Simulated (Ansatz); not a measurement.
# CH₃ClSb radical: up Jacob's ladder to CCSD(T)

An exercise on one series of results from a longer session: the logs are not shown, and one member is left open.

Method: functionals in def2-TZVPP, the program's frozen cores in correlated methods; program: Ansatz 0.2.0, Gaussian basis.

The runs, in order: LDA (SPW92), PBE-D4, revPBE-D4, BLYP-D4, r2SCAN-D4, B97M-V, PBE0-D4, B3LYP-D4, r2SCANh-D4, r2SCAN0-D4, HSE06-D4, BHLYP-D4, CAM-B3LYP-D4, LC-ωPBE, ωB97X-V, ωB97M-V, B2PLYP, PBE-QIDH; CCSD(T)/def2-SVP; CCSD(T)/def2-TZVPP; MP2/def2-QZVPP; extrapolation to the limit; RPA on PBE.

**The geometry**

All runs share one geometry, relaxed beforehand with PBE0-D4 in a triple-zeta def2 set. Sb takes the def2 core potential; no spin-orbit term is included.

SMILES `[CH3][Sb][Cl]`, 6 atoms, charge 0, spin multiplicity 2.

Atoms are counted from 1 here; the program's logs count them from 0.

Bond lengths: C1–Sb2 2.149 Å, C1–H4 1.090 Å, C1–H5 1.090 Å, C1–H6 1.092 Å, Sb2–Cl3 2.356 Å. Angles: Sb2–C1–H4 109.5°, Sb2–C1–H5 109.5°, Sb2–C1–H6 109.1°, H4–C1–H5 109.5°, H4–C1–H6 109.7°, H5–C1–H6 109.7°, C1–Sb2–Cl3 94.3°.

Set-up of the first run:

in.yaml

```yaml
crystal:
  periodic: [false, false, false]
  atoms:
    - {symbol: C, position_ang: [-0.321034, 0.513368, -0.307975]}
    - {symbol: Sb, position_ang: [-0.064714, -0.602457, 1.510919]}
    - {symbol: Cl, position_ang: [1.522968, -2.079562, 0.589589]}
    - {symbol: H, position_ang: [-0.670655, -0.153183, -1.096556]}
    - {symbol: H, position_ang: [0.631663, 0.954874, -0.600983]}
    - {symbol: H, position_ang: [-1.056230, 1.302959, -0.141194]}
basis:
  gaussian: {orbitals: def2-TZVPP}
magnetization: {spin_polarized: true, initial_magnetization: 1}
hamiltonian: {xc: lda}
output: {orbitals: {seedname: orbitals}}
```

Steps of the session up to this table: LDA; PBE-D4 (GGA); revPBE-D4 (GGA); BLYP-D4 (GGA); r2SCAN-D4 (meta-GGA); B97M-V (meta-GGA); PBE0-D4 (hybrid); B3LYP-D4 (hybrid); r2SCANh-D4 (hybrid); r2SCAN0-D4 (hybrid); HSE06-D4 (hybrid); BHLYP-D4 (hybrid); CAM-B3LYP-D4 (range-separated); LC-ωPBE-D4 (range-separated; the results give it without D4); ωB97X-V (range-separated); ωB97M-V (range-separated); B2PLYP (double hybrid); PBE-QIDH (double hybrid).

One table of the session follows, with a row left open; its other results are not shown here.

It belongs to the step «Orbital energies across the functionals». 

```
  functional  HOMO (eV)  LUMO (eV)  gap (eV)
 LDA (SPW92)      -4.87      -4.04      0.82
      PBE-D4      -4.84      -3.66      1.18
   revPBE-D4      -4.81      -3.52      1.29
     BLYP-D4      -4.61      -3.67      0.94
   r2SCAN-D4      -5.20      -3.34      1.86
      B97M-V      -5.05      -3.67      1.39
     PBE0-D4      -5.94      -2.84      3.10
    B3LYP-D4      -5.65      -3.20      2.44
  r2SCANh-D4      -5.60      -3.04      2.56
  r2SCAN0-D4      -6.21      -2.61      3.60
    HSE06-D4      -5.55      -3.21      2.35
    BHLYP-D4      -6.82      -2.11      4.72
CAM-B3LYP-D4      -7.12      -1.97      5.15
     LC-ωPBE      -8.53      -0.66      7.87
     ωB97X-V      -8.03      -1.07      6.97
     ωB97M-V          ?          ?         ?
```

**Question.** Estimate the row for ωB97M-V.

**Answer.** HOMO (eV): -7.91; LUMO (eV): -1.14; gap (eV): 6.78. In the column «HOMO (eV)» it lies between ωB97X-V (-8.03) and CAM-B3LYP-D4 (-7.12).
